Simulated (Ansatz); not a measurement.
ReSbN:

```
Re Sb N
1.0
     3.43212    0.00000    0.00000
     0.00000    3.43212    0.00000
     0.00000    0.00000    8.59263
Re Sb N
2 2 2
Direct
  0.00000 0.50000 0.87324
  0.50000 0.00000 0.12676
  0.00000 0.50000 0.33346
  0.50000 0.00000 0.66654
  0.00000 0.00000 0.00000
  0.50000 0.50000 0.00000
```

The cell comes from a database or a generator and needn't be the stable form of this composition.

```yaml
Program: Ansatz 0.2.0
Task: relaxation of cell and atoms
Functional: LDA
Potentials_or_basis: Ansatz PAW
Cutoff: "420 eV (not typed: the program's choice for these potentials)"
k_mesh: 8 × 8 × 3
Occupations: fermi-dirac, width 0.05 eV
Spin: no spin polarisation
Hubbard_terms: Re d U = 3 eV
```

At the start: volume 16.87 Å³/atom.

Where does the relaxation end?

It ends after 9 steps and the volume is 15.82 Å³/atom (-6.2 %); space group P4/nmm (No. 129, to 0.05 Å).

The path:
| step | energy change (eV) | largest force (eV/Å) | volume (Å³) |
| --- | --- | --- | --- |
| 1 | 0.0000 | 0.8975 | 101.22 |
| 2 | -0.0480 | 0.9740 | 90.97 |
| 3 | -0.2005 | 0.1030 | 95.51 |
| 4 | -0.2034 | 0.0604 | 95.21 |
| 5 | -0.2045 | 0.0103 | 94.93 |
| 6 | -0.2043 | 0.0025 | 95.02 |
| 7 | -0.1953 | 0.0020 | 95.02 |
| 8 | -0.1956 | 0.0005 | 94.90 |
| 9 | -0.1953 | 0.0005 | 94.90 |

Final structure:
```
Re Sb N
1.0
     3.36765    0.00000    0.00000
     0.00000    3.36765    0.00000
     0.00000    0.00000    8.36809
Re Sb N
2 2 2
Cartesian
  0.0000 1.6838 7.2947
  1.6838 0.0000 1.0734
  0.0000 1.6838 2.8020
  1.6838 0.0000 5.5661
  0.0000 0.0000 0.0000
  1.6838 1.6838 0.0000
```

Caveat: the plane-wave basis is chosen anew once the cell has moved, so the energies of steps on either side of that aren't comparable; the pressure holds a Pulay correction of +0.3 GPa for the finite cutoff; U without spin polarisation on a metal has little footing; the PAW data sets come from PBE, with cores solved anew for the run's functional, which leaves a small shift of forces and pressure.
